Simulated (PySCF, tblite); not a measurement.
# C₃H₁₂OSi₂: geometry, infrared bands and NMR shifts

Aim: predict the infrared bands and NMR shifts of C₃H₁₂OSi₂ (`OCCC([SiH3])[SiH3]`).

Programs: tblite 0.8.0 and PySCF 2.14.0, with density-fitted response routines of our own. Each step states its level of theory. These are calculated values for one molecule in the gas phase, unless marked as measured. Atoms are numbered from 0 throughout.

## (1) The starting structure

18 atoms, charge 0, multiplicity 1; geometry from: force field or distance geometry start.

Bonds of the start (Å): O0–C1 1.39, C1–C2 1.49, C2–C3 1.51, C3–Si4 1.88, C3–Si5 1.89, O0–H6 0.99, C1–H7 1.11, C1–H8 1.13, C2–H9 1.11, C2–H10 1.13, C3–H11 1.09, Si4–H12 1.46, Si4–H13 1.49, Si4–H14 1.47, Si5–H15 1.48, Si5–H16 1.46, Si5–H17 1.46.

## (2) Relaxing the molecule with GFN2-xTB

The job: settings as JSON, then the geometry in Å.

```
{"job": {"kind": "relax", "xc": "GFN2-xTB", "basis": "xTB"}, "charge": 0, "multiplicity": 1}
O      1.124400     1.361700     1.437000
C      1.735300     0.934400     0.258900
C      1.001400    -0.233400    -0.297100
C     -0.436500     0.040400    -0.673700
Si    -1.474600     0.574800     0.799500
Si    -1.148700    -1.647300    -1.149000
H      1.836500     1.781600     1.981100
H      1.896100     1.764300    -0.454000
H      2.769500     0.561500     0.535600
H      1.018600    -1.103600     0.384800
H      1.533800    -0.554500    -1.238600
H     -0.549000     0.759500    -1.490500
H     -1.153100     1.917800     1.261600
H     -2.910300     0.486000     0.421300
H     -1.280900    -0.464400     1.825200
H     -1.196900    -2.409900     0.123300
H     -0.279600    -2.356200    -2.077000
H     -2.494700    -1.406600    -1.660200
```

Started as:

```sh
$ OMP_NUM_THREADS=1 python probes_run.py task.json out
```

One launch serves the whole session: the jobs run in the order shown.

**Question.** This job is followed by: GFN2-xTB harmonic vibrations, gas phase; GIAO PBE0/pcSseg-1 NMR shielding, non-relativistic, gas phase. Predict these results of the whole session: strongest single infrared mode (GFN2-xTB); zero-point energy (GFN2-xTB); 13C shifts against TMS (PBE0/pcSseg-1); 1H shifts against TMS (PBE0/pcSseg-1, means over atoms taken as alike); 17O shifts against H2O (PBE0/pcSseg-1); 29Si shifts against TMS (PBE0/pcSseg-1, means over atoms taken as alike).

**Answer**, as computed:

| quantity | value |
| --- | --- |
| strongest single infrared mode (GFN2-xTB) | 754 cm⁻¹, 411 km/mol |
| zero-point energy (GFN2-xTB) | 84.7 kcal/mol |
| 13C shifts against TMS (PBE0/pcSseg-1) | 70.2, 34.6, 1.7 ppm |
| 1H shifts against TMS (PBE0/pcSseg-1, means over atoms taken as alike) | 4.07, 3.97, 1.72, 0.50, 0.16 ppm |
| 17O shifts against H2O (PBE0/pcSseg-1) | 49.7 ppm |
| 29Si shifts against TMS (PBE0/pcSseg-1, means over atoms taken as alike) | -69.4 ppm |

**Reading.** Relaxing lowered the energy by 0.447 eV in 69 steps; the close pair that moved most is C2–H10, from 1.128 to 1.093 Å. No mode is imaginary among the 48: a minimum at this level. The strongest single mode, at 754 cm⁻¹, moves mainly H12 and H14. GFN2-xTB is a fitted tight-binding method: band positions and strengths are rough. Its intensities can rank the bands wrongly. The most deshielded hydrogen is H7, H8 (mean) (hydrogen on an sp3 CH2 bonded to O), at 4.07 ppm: its carbon carries O, hence the downfield position. At PBE0/pcSseg-1: The largest span, 120 ppm, is at O0, where the paramagnetic term is -104 ppm.
